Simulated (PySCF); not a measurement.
# C3H9GeP: the cost of one run

Computed with PySCF 2.14.0, with density-fitted response routines of our own, on a single molecule in the gas phase. Atoms are numbered from 0 throughout.

### 1 Starting geometry

14 atoms, charge 0, multiplicity 1; geometry from: GFN2-xTB. The atoms were then displaced at random by about 0.01 Å, so the start is not that level's minimum.

Bonds of the start (Å): P0–Ge1 2.36, Ge1–C2 2.03, C2–C3 1.50, C3–C4 1.53, C4–Ge1 2.01, P0–H5 1.40, P0–H6 1.38, Ge1–H7 1.54, C2–H8 1.08, C2–H9 1.08, C3–H10 1.12, C3–H11 1.08, C4–H12 1.07, C4–H13 1.11.

### 2 Relaxing the molecule at PBE0-D3(BJ)/def2-SVP

What the job is given:

```
{"job": {"xc": "PBE0", "basis": "def2-SVP", "d3": "d3bj", "grid": 1, "shake": 0.01, "kind": "geom"}, "charge": 0, "multiplicity": 1}
P      2.568020    -0.690220     1.086660
Ge     0.506590     0.441940     0.903680
C     -0.274160     0.948600    -0.899560
C     -1.117740    -0.293270    -0.843850
C     -1.152290    -0.657030     0.645620
H      3.217630     0.341440     0.391890
H      2.308200    -1.374260    -0.085610
H      0.437130     1.540130     1.983720
H      0.376810     1.014320    -1.755030
H     -0.838660     1.865240    -0.820230
H     -2.158840    -0.127310    -1.235500
H     -0.687990    -1.103450    -1.405160
H     -1.172170    -1.709260     0.847000
H     -2.019690    -0.211950     1.178620
```

On the command line:

```sh
$ OMP_NUM_THREADS=1 python probes_run.py task.json out
```

The driver reads the jobs from task.json and runs them one after another.

Q: Estimate the wall time and peak memory of this first job on 1 thread of Arm Neoverse N1, shared host.

About 90 s, with a peak of 0.54 GiB.
